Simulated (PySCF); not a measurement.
**InHOH: structure of the doublet**

Where does doublet InHOH go from a bent start, is the end point a minimum, and what are its modes, charges and moments?

Method: PBE0, basis In def2-TZVP with ECP28, H def2-TZVP, O def2-TZVP, scalar-relativistic core potentials, no spin–orbit coupling, density fitting; program: PySCF 2.14.0.

**1. The system as given**

4 atoms, charge 0, spin multiplicity 2.

Bond lengths: In1–H2 1.740 Å, In1–O3 2.050 Å, O3–H4 0.960 Å. Angles: H2–In1–O3 110.0°, In1–O3–H4 130.0°.

```xyz
4
charge 0 multiplicity 2
In    0.0000    0.0000    0.0000
H     1.4253    0.0000    0.9980
O    -1.6793    0.0000    1.1758
H    -2.1847    0.7354    1.5298
```

**2. First SCF at the start**

One driver script runs all steps and calls PySCF; scf.py shows how it sets up the SCF of each step. The optimiser is the driver's own. After this first run the driver tries any further starts and a stability analysis.

The input, scf.py:

```python
from pyscf import gto, scf, dft
mol = gto.M(atom='''
In     0.000000     0.000000     0.000000
H      1.425300     0.000000     0.998000
O     -1.679300     0.000000     1.175800
H     -2.184700     0.735400     1.529800''',
    basis={'In': 'def2-TZVP', 'H': 'def2-TZVP', 'O': 'def2-TZVP'},
    ecp={'In': 'def2-TZVP'},
    charge=0, spin=1)
mf = dft.UKS(mol, xc='PBE0')
mf.grids.atom_grid = (50, 194)
aux = {'In': 'def2-universal-JKFIT', 'H': 'def2-universal-JKFIT', 'O': 'def2-universal-JKFIT'}
mf = mf.density_fit(auxbasis=aux)
mf.conv_tol = 1e-08
mf.diis_space = 10
mf.max_cycle = 60
mf.init_guess = 'minao'
mf.verbose = 4
mf.kernel()
```

On the command line:

```
$ OMP_NUM_THREADS=4 python axn.py task.json out
```

The runs that follow: Bent start, doublet: relaxation; Hessian and properties.

Before running it: what results should come out? Wanted: minimum; geometry; wavenumbers; dipole moment; highest occupied, lowest empty level; polar-tensor charge of In1; zero-point energy; atomisation energy; ⟨S²⟩.

As calculated:

| quantity | value |
| --- | --- |
| minimum | doublet, Cs |
| geometry | In–H 1.767 Å, In–O 2.004 Å, O–H 0.960 Å; H–In–O 113.7°, H–O–In 115.0° |
| wavenumbers (cm⁻¹) | 350 (a''), 404 (a'), 564 (a'), 732 (a'), 1584 (a'), 3896 (a') |
| dipole moment | 2.07 D |
| highest occupied, lowest empty level (either spin) | -5.87, -2.97 eV |
| polar-tensor charge of In1 | +0.76 e |
| zero-point energy | 45.0 kJ/mol |
| entropy at 298.15 K | 275.7 J/(mol K) |
| atomisation energy (no zero-point energy) | 932 kJ/mol |
| ⟨S²⟩ | 0.756 |

**Reading.** The bent start (C1) ends in a minimum of Cs symmetry. In the infrared the band at 1584 cm⁻¹ (a') leads. Most of the spin sits on In1 (Mulliken spin 0.63, against 1 for the whole molecule). Other starts or spin states, not run here, may lie lower. With an element this heavy the missing spin–orbit coupling can shift these numbers.
